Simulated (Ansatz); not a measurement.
# CH4BClN2: the cost of one run

Program: Ansatz 0.2.0, Gaussian basis. Level of theory: the settings change from run to run. These are calculated values, not measurements.

## 1. The molecule

The geometry comes from an earlier relaxation with PBE0-D4 in a triple-zeta def2 set; it is a stationary point, not always the lowest conformer.

SMILES `N=C(N)BCl`, 9 atoms, charge 0, spin multiplicity 1.

Atoms are counted from 1 here; the program's logs count them from 0.

Bond lengths: N1–C2 1.281 Å, N1–H6 1.017 Å, C2–N3 1.367 Å, C2–B4 1.574 Å, N3–H7 1.003 Å, N3–H8 1.007 Å, B4–Cl5 1.734 Å, B4–H9 1.194 Å. Angles: C2–N1–H6 109.9°, N1–C2–N3 119.9°, N1–C2–B4 125.2°, N3–C2–B4 114.8°, C2–N3–H7 119.7°, C2–N3–H8 117.6°, H7–N3–H8 117.6°, C2–B4–Cl5 120.0°, C2–B4–H9 122.7°, Cl5–B4–H9 117.3°.

## 2. wB97M-V/aug-cc-pVTZ

Options: atoms shaken by 0.03 Å.

Contents of in.yaml:

```yaml
crystal:
  periodic: [false, false, false]
  atoms:
    - {symbol: N, position_ang: [1.170504, 0.594192, -0.991890]}
    - {symbol: C, position_ang: [0.312665, -0.049912, -0.159095]}
    - {symbol: N, position_ang: [0.572264, -1.351252, 0.125955]}
    - {symbol: B, position_ang: [-0.983730, 0.568795, 0.393031]}
    - {symbol: Cl, position_ang: [-1.469834, 2.223352, -0.106089]}
    - {symbol: H, position_ang: [0.828430, 1.519417, -1.132294]}
    - {symbol: H, position_ang: [0.009891, -1.792009, 0.918553]}
    - {symbol: H, position_ang: [1.395175, -1.763492, -0.177336]}
    - {symbol: H, position_ang: [-1.638065, 0.004714, 1.062895]}
basis:
  gaussian: {orbitals: aug-cc-pVTZ}
hamiltonian: {xc: {name: wB97M-V}}
```

Launch:

```
$ ansatz run in.yaml --threads 2 --pin off --events-out ev --progress --plain --max-ram 4352MiB
```

What time and memory should one allow on 2 threads of Arm Neoverse V1, shared host?

About 25 s, with a peak of 1.1 GiB.
